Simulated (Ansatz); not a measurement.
# C3H9NSi: one species, many methods

One table from this session's results is given with a row withheld; the runs are named, their logs left out.

Computed with Ansatz 0.2.0, Gaussian basis. Level: functionals in def2-TZVPP, the program's frozen cores in correlated methods.

Plan: LDA (SPW92), PBE-D4, revPBE-D4, BLYP-D4, r2SCAN-D4, B97M-V, PBE0-D4, B3LYP-D4, r2SCANh-D4, r2SCAN0-D4, HSE06-D4, BHLYP-D4, CAM-B3LYP-D4, LC-ωPBE, ωB97X-V, ωB97M-V, B2PLYP, PBE-QIDH; CCSD(T)/def2-SVP; CCSD(T)/def2-TZVPP; MP2/def2-QZVPP; extrapolation to the limit; RPA on PBE.

**The geometry**

The geometry comes from an earlier relaxation with PBE0-D4 in a triple-zeta def2 set; it is a stationary point, not always the lowest conformer.

SMILES `CC(C)[Si]N`, 14 atoms, charge 0, spin multiplicity 1.

Atoms are counted from 1 here; the program's logs count them from 0.

Bond lengths: C1–C2 1.520 Å, C1–H6 1.096 Å, C1–H7 1.094 Å, C1–H8 1.096 Å, C2–C3 1.531 Å, C2–Si4 1.926 Å, C2–H9 1.102 Å, C3–H10 1.095 Å, C3–H11 1.094 Å, C3–H12 1.095 Å, Si4–N5 1.707 Å, N5–H13 1.010 Å, N5–H14 1.008 Å. Angles: C2–C1–H6 111.4°, C2–C1–H7 112.2°, C2–C1–H8 111.3°, H6–C1–H7 107.0°, H6–C1–H8 106.6°, H7–C1–H8 107.9°, C1–C2–C3 111.4°, C1–C2–Si4 118.5°, C1–C2–H9 108.5°, C3–C2–Si4 107.7°, C3–C2–H9 107.0°, Si4–C2–H9 102.9°, C2–C3–H10 111.2°, C2–C3–H11 112.1°, C2–C3–H12 111.3°, H10–C3–H11 107.2°, H10–C3–H12 107.2°, H11–C3–H12 107.7° and more.

Set-up of the first run:

Contents of in.yaml:

```yaml
crystal:
  periodic: [false, false, false]
  atoms:
    - {symbol: C, position_ang: [-1.053573, -0.235429, 0.669593]}
    - {symbol: C, position_ang: [0.332433, 0.358657, 0.482634]}
    - {symbol: C, position_ang: [1.425375, -0.644233, 0.862558]}
    - {symbol: Si, position_ang: [0.790257, 1.103766, -1.233173]}
    - {symbol: N, position_ang: [-0.631626, 0.767748, -2.116308]}
    - {symbol: H, position_ang: [-1.202286, -0.588868, 1.695845]}
    - {symbol: H, position_ang: [-1.846221, 0.489439, 0.461959]}
    - {symbol: H, position_ang: [-1.207511, -1.100407, 0.015136]}
    - {symbol: H, position_ang: [0.436739, 1.220815, 1.160804]}
    - {symbol: H, position_ang: [1.379439, -1.537106, 0.230246]}
    - {symbol: H, position_ang: [2.428137, -0.220427, 0.753010]}
    - {symbol: H, position_ang: [1.316781, -0.976523, 1.900179]}
    - {symbol: H, position_ang: [-1.458988, 0.304655, -1.768202]}
    - {symbol: H, position_ang: [-0.721956, 1.028815, -3.085479]}
basis:
  gaussian: {orbitals: def2-TZVPP}
hamiltonian: {xc: lda}
output: {orbitals: {seedname: orbitals}}
```

Among the steps run: LDA; PBE-D4 (GGA); revPBE-D4 (GGA); BLYP-D4 (GGA); r2SCAN-D4 (meta-GGA); B97M-V (meta-GGA); PBE0-D4 (hybrid); B3LYP-D4 (hybrid); r2SCANh-D4 (hybrid); r2SCAN0-D4 (hybrid); HSE06-D4 (hybrid); BHLYP-D4 (hybrid); CAM-B3LYP-D4 (range-separated); LC-ωPBE-D4 (range-separated; the results give it without D4); ωB97X-V (range-separated); ωB97M-V (range-separated); B2PLYP (double hybrid); PBE-QIDH (double hybrid).

One table of the session follows, with a row left open; its other results are not shown here.

It belongs to the step «Orbital energies across the functionals». 

| functional | HOMO (eV) | gap (eV) |
| --- | --- | --- |
| LDA (SPW92) | -4.92 | 2.85 |
| PBE-D4 | -4.83 | 2.94 |
| revPBE-D4 | -4.78 | 2.97 |
| BLYP-D4 | -4.71 | 2.96 |
| r2SCAN-D4 | -5.01 | 3.24 |
| B97M-V | -5.09 | 3.35 |
| PBE0-D4 | ? | ? |
| B3LYP-D4 | -5.70 | 4.46 |
| r2SCANh-D4 | -5.40 | 3.95 |
| r2SCAN0-D4 | -5.98 | 4.99 |
| HSE06-D4 | -5.47 | 4.04 |
| BHLYP-D4 | -6.83 | 6.69 |
| CAM-B3LYP-D4 | -7.15 | 7.18 |
| LC-ωPBE | -8.42 | 9.52 |
| ωB97X-V | -8.12 | 9.12 |
| ωB97M-V | -7.96 | 8.83 |

**Question.** Estimate the row for PBE0-D4.

**Answer.** HOMO (eV): -5.87; gap (eV): 4.81. In the column «HOMO (eV)» it lies between r2SCAN0-D4 (-5.98) and B3LYP-D4 (-5.70).
